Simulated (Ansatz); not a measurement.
# C₃N₃Si radical: basis-set convergence

The task here is to estimate one member of a computed series from the others.

Method: one geometry, several basis sets; program: Ansatz 0.2.0, Gaussian basis.

Plan: PBE0-D4/def2-SVP; ωB97M-V/def2-SVP; PBE0-D4/def2-QZVPP; ωB97M-V/def2-QZVPP; the functionals' def2-TZVPP values are taken from earlier runs.

### Structure used throughout

All runs share one geometry, relaxed beforehand with PBE0-D4 in a triple-zeta def2 set.

SMILES `N#C[Si](C#N)C#N`, 7 atoms, charge 0, spin multiplicity 2.

Atoms are counted from 1 here; the program's logs count them from 0.

Bond lengths: N1–C2 1.154 Å, C2–Si3 1.814 Å, Si3–C4 1.814 Å, Si3–C6 1.814 Å, C4–N5 1.154 Å, C6–N7 1.154 Å. Angles: N1–C2–Si3 174.7°, C2–Si3–C4 111.2°, C2–Si3–C6 111.2°, C4–Si3–C6 111.1°, Si3–C4–N5 174.7°, Si3–C6–N7 174.7°.

The first run:

in.yaml

```yaml
crystal:
  periodic: [false, false, false]
  atoms:
    - {symbol: N, position_ang: [1.867202, -2.125942, 0.507832]}
    - {symbol: C, position_ang: [1.247340, -1.179391, 0.283178]}
    - {symbol: Si, position_ang: [0.419132, 0.391811, -0.084178]}
    - {symbol: C, position_ang: [-0.543315, 0.282586, -1.617571]}
    - {symbol: N, position_ang: [-1.091483, 0.289517, -2.632521]}
    - {symbol: C, position_ang: [-0.619940, 0.924084, 1.303762]}
    - {symbol: N, position_ang: [-1.217837, 1.349335, 2.193898]}
basis:
  gaussian: {orbitals: def2-SVP}
magnetization: {spin_polarized: true, initial_magnetization: 1}
hamiltonian: {xc: pbe0, dispersion: d4}
output: {orbitals: {seedname: orbitals}}
```

Launch:

```sh
$ ansatz run in.yaml --threads 4 --pin off --events-out ev --progress --plain --max-ram 10444MiB
```

Steps of the session up to this table: PBE0-D4 in def2-SVP; ωB97M-V in def2-SVP; PBE0-D4 in def2-QZVPP; ωB97M-V in def2-QZVPP.

One table of the session follows, with a row left open; its other results are not shown here.

It belongs to the step «Density functionals: the series». 

| functional | basis | HOMO (eV) | LUMO (eV) |
| --- | --- | --- | --- |
| PBE0-D4 | def2-SVP | -8.39 | -5.00 |
| PBE0-D4 | def2-TZVPP | -8.50 | -5.08 |
| PBE0-D4 | def2-QZVPP | -8.51 | -5.09 |
| ωB97M-V | def2-SVP | ? | ? |
| ωB97M-V | def2-TZVPP | -10.22 | -3.37 |
| ωB97M-V | def2-QZVPP | -10.24 | -3.39 |

Estimate the missing values for ωB97M-V, def2-SVP.

As computed: HOMO (eV): -10.06; LUMO (eV): -3.26. In the column «HOMO (eV)» it lies between ωB97M-V, def2-TZVPP (-10.22) and PBE0-D4, def2-QZVPP (-8.51).
